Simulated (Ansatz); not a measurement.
**Two attempts at FH4N2Sc (SMILES [NH2][Sc]([NH2])[F])**

Aim: a single-point energy of FH4N2Sc at RPA@r2SCAN50/6-31G.

The calculation is run with Ansatz 0.2.0.

**1. The system as given**

FH4N2Sc has 8 atoms, charge 0, and is taken as a singlet. As SMILES, `[NH2][Sc]([NH2])[F]`. The coordinates come from a PBE0-D4/def2-TZVP relaxation.

Bond lengths: N1–Sc2 1.984 Å, Sc2–N3 1.984 Å, Sc2–F4 1.857 Å, N1–H5 1.012 Å, N1–H6 1.013 Å, N3–H7 1.013 Å, N3–H8 1.012 Å. Angles: N1–Sc2–N3 118.6°, N1–Sc2–F4 120.7°, N3–Sc2–F4 120.7°, Sc2–N1–H5 126.9°, Sc2–N1–H6 126.1°, Sc2–N3–H7 126.1°, Sc2–N3–H8 126.9°, H5–N1–H6 107.1°, H7–N3–H8 107.1°.

**2. First attempt**

Contents of molecule.yaml:

```yaml
crystal:
  periodic: [false, false, false]
  atoms:
    - {symbol: "N", position_ang: [-0.612100, 0.162600, -0.071900]}
    - {symbol: Sc, position_ang: [-0.662100, 0.112600, -0.121900]}
    - {symbol: N, position_ang: [-0.045900, -1.634700, 0.586400]}
    - {symbol: F, position_ang: [-2.463900, 0.419300, -0.453000]}
    - {symbol: H, position_ang: [0.511500, 2.456500, -0.826900]}
    - {symbol: H, position_ang: [1.684400, 1.447400, -0.318400]}
    - {symbol: H, position_ang: [0.911800, -1.889200, 0.795700]}
    - {symbol: H, position_ang: [-0.621600, -2.437700, 0.807000]}
basis:
  gaussian:
    orbitals: 6-31G-spherical.json
    final_grid: {core_spheres: 5, valence_spheres: 4, degree: 11}
correlation:
  method: rpa
hamiltonian:
  xc: {name: r2SCAN50}
  pseudopotentials: {relativity: none}
scf:
  lower_state_search: standard
```

The basis set 6-31G is read from a file made from the Basis Set Exchange's data (not shown).

Launch:

```bash
$ ansatz run molecule.yaml --threads 1 --pin off --max-ram 2610MiB --events-out events.jsonl --progress --plain --runs-dir runs
```

Output, shortened:

```text
Warning: RAYON_NUM_THREADS=1 ignored (pool sized by the plan → 1); use --threads N
Functional definition: r2SCAN50
  name "r2SCAN50"
[...]
857 factors; integrals over basis functions are off by at most 5.5e-4 eV
[...]
a density is far from that of the atoms, so the factors are made again for it
923 factors; integrals over basis functions are off by at most 4.0e-4 eV
[...]
mean field -12243.58680753 eV, -449.9435161754 hartree, gradient 2.4e-6 eV, S^2 0.000000; 3 other end points of the search recorded, 0 dependent functions left out; unrestricted orbitals would lower it
[...]
unrestricted determinant -12191.49924020 eV, -448.0293333825 hartree, S^2 1.7113
8 core orbitals not correlated: weight in the atoms' cores, before any rotation towards them, 0.138 or more for the frozen orbitals, at most 0.111 for the correlated occupied ones
reference -12184.24790722 eV, -447.7628518103 hartree; 16, 16 occupied and 38, 38 virtual orbitals, 923 factors
Total energy: -12198.86786668 eV, -448.3001254108 hartree
```

Wall time 9.6 s (1 thread of AMD EPYC 9R45 (Zen 5), shared host).

**3. What went wrong**

The program ended normally, but the settings are unsound, so its numbers aren't properties of the molecule.

What is wrong: two atoms lie on top of or far too near each other. In place of `- {symbol: "N", position_ang: [-0.612100, 0.162600, -0.071900]}` the sound input has `- {symbol: "N", position_ang: [0.685900, 1.525800, -0.468900]}`. As the program read them, the closest atoms are 0.09 Å apart, against 1.01 Å in the sound input.

**4. The mended input**

molecule.yaml, as its differences from that of step 2:

```diff
@@ -3,3 +3,3 @@
   atoms:
-    - {symbol: "N", position_ang: [-0.612100, 0.162600, -0.071900]}
+    - {symbol: "N", position_ang: [0.685900, 1.525800, -0.468900]}
     - {symbol: Sc, position_ang: [-0.662100, 0.112600, -0.121900]}
```

The basis set 6-31G is read from a file made from the Basis Set Exchange's data (not shown).

Launch:

```bash
$ ansatz run molecule.yaml --threads 1 --pin off --max-ram 2610MiB --events-out events.jsonl --progress --plain --runs-dir runs
```

Output, shortened:

```text
Warning: RAYON_NUM_THREADS=1 ignored (pool sized by the plan → 1); use --threads N
[... 2 set-up lines as earlier in the session ...]
[...]
853 factors; integrals over basis functions are off by at most 2.6e-4 eV
[...]
mean field -26457.68739929 eV, -972.3020782593 hartree, gradient 1.7e-6 eV, S^2 0.000000; 0 other end points of the search recorded, 0 dependent functions left out
8 core orbitals not correlated: weight in the atoms' cores, before any rotation towards them, 1.000 or more for the frozen orbitals, at most 0.000 for the correlated occupied ones
reference -26408.21964612 eV, -970.4841718609 hartree; 16, 16 occupied and 38, 38 virtual orbitals, 853 factors
Total energy: -26426.16663035 eV, -971.1437113664 hartree
```

Wall time 1.2 s (1 thread of AMD EPYC 9R45 (Zen 5), shared host).

**5. Outcome**

Level: RPA@r2SCAN50/6-31G.

| quantity | value |
| --- | --- |
| total energy | -971.14371 Eh |
| RPA correlation energy (valence) | -659.5 mEh |

The first attempt's energy was +14227.299 eV off this one.
